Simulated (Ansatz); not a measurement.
**NiO2: a line through an energy map**

How does the energy of NiO2 (P-3m1, No. 164; 3 atoms in the cell) vary with shift of O2 along [0 0 1], at c/a of the conventional cell at fixed volume = 1.654?

Program: Ansatz 0.2.0. Level of theory: DFT LDA, scalar-relativistic, plane waves, PAW. These are calculated values, not measurements.

17 further runs of the same task are left out: 17 set aside as unsound or not needed.

### 1 The structure to begin with

Symmetry: P-3m1, No. 164, trigonal system. The conventional cell has a = 2.763 Å, b = 2.763 Å, c = 4.206 Å, α = 90.00°, β = 90.00°, γ = 120.00°. Ni (site symmetry -3m) has 6 O at 1.84 Å as nearest neighbours. O (site symmetry 3m) has 3 Ni at 1.84 Å as nearest neighbours.

As a file:

```cif
data_structure
_symmetry_space_group_name_H-M 'P 1'
_symmetry_Int_Tables_number 1
_cell_length_a 2.7628
_cell_length_b 2.7628
_cell_length_c 4.2061
_cell_angle_alpha 90.000
_cell_angle_beta 90.000
_cell_angle_gamma 120.000
_cell_volume 27.80
loop_
_atom_site_label
_atom_site_type_symbol
_atom_site_fract_x
_atom_site_fract_y
_atom_site_fract_z
_atom_site_occupancy
Ni1 Ni 0.00000 0.00000 0.50000 1
O1 O 0.66667 0.33333 0.71862 1
O2 O 0.33333 0.66667 0.28138 1
```

It goes back to an entry of the Materials Project, which need not be the stable form.

It is the result of an earlier relaxation at this level (volume 9.27 Å³/atom; gap on the mesh: 0.77 eV).

### 2 The scan

Atoms count from 1 in the order of the input.

The energy is mapped over a free internal coordinate and the cell.

The axes are (1) shift of O2 along [0 0 1], its symmetry partners moved as symmetry demands (measured in the relaxed cell): 7 values from −0.15 Å; (2) c/a of the conventional cell at fixed volume: 7 values from 1.325 to 1.720.

Nothing else is relaxed (all other coordinates fixed). Energies count from the relaxed crystal. Points are written as (first, second).

### 3 The run at (−0.15 Å, 1.654)

The input, input.yaml:

```yaml
crystal:
  lattice:
    - [2.6872726493, 0.0, 0.0]
    - [-1.3436363247, 2.3272463812, 0.0]
    - [0.0, 0.0, 4.445823871]
  atoms:
    - { symbol: Ni, position: [0.0, 0.0, 0.5] }
    - { symbol: O, position: [0.6666666667, 0.3333333333, 0.6829609091] }
    - { symbol: O, position: [0.3333333333, 0.6666666667, 0.3170390909] }
basis:
  ecutwfc: 520.0
kpoints:
  mp_grid: { grid: [12, 12, 6] }
hamiltonian:
  xc: lda
  pseudopotentials: { kind: paw }
scf:
  occupations: { method: gaussian, width: 0.05 }
output:
  forces: true
  stress: true
  eigenvalues: true
```

The run is started by

```
> ansatz run input.yaml --threads 1 --pin off --max-ram 2048MiB --backend cpu --events-out ev --progress --plain --runs-dir out
```

Further runs follow: the other points of the line.

Q: Predict the outcome of this session. Wanted: for each run, shift of O2 along [0 0 1], its symmetry partners moved as symmetry demands; energy; slope; pressure; largest force on an atom.

The runs gave:

| shift of O2 along [0 0 1], its symmetry partners moved as symmetry demands (measured in the relaxed cell) (Å) | step | energy (meV/atom) | slope (meV/atom per Å) | pressure (GPa) | band gap on the k-mesh (eV) | largest force on an atom (eV/Å) |
| --- | --- | --- | --- | --- | --- | --- |
| −0.15 | 3 | 185 | −2512 | 39.9 | 1.04 | 3.56 |
| −0.10 | – | 84 | −1513 | 27.1 | 1.03 | 2.15 |
| −0.05 | – | 32 | −598 | 15.7 | 0.99 | 0.85 |
| 0.00 | 4 | 23 | 223 | 5.6 | 0.90 | 0.32 |
| 0.05 | 5 | 53 | 949 | −3.2 | 0.80 | 1.35 |
| 0.10 | 6 | 116 | 1578 | −10.8 | 0.69 | 2.24 |
| 0.15 | 7 | 209 | 2109 | −17.3 | 0.55 | 2.99 |

Energies count from the relaxed crystal. Rows without a step come from runs not printed here or follow by symmetry. Slopes come from the forces (and the stress, where the cell changes), not from differences of energies.

What this shows: The lowest point of the line is at 0.00 Å, 23 meV/atom from the zero. Energies and slopes round the minimum, fitted together, put the minimum at −0.014 Å, with a curvature of about 16000 meV/atom per Å². The highest point computed, at 0.15 Å, lies 186 meV/atom above the lowest. This is one cut through a surface in two coordinates; the map's lowest point lies off it. With the other coordinates free, the energies away from the reference would be the same or lower.

These are semilocal Kohn-Sham gaps, which aren't the measured quantity. Such gaps usually fall short of the measured ones.
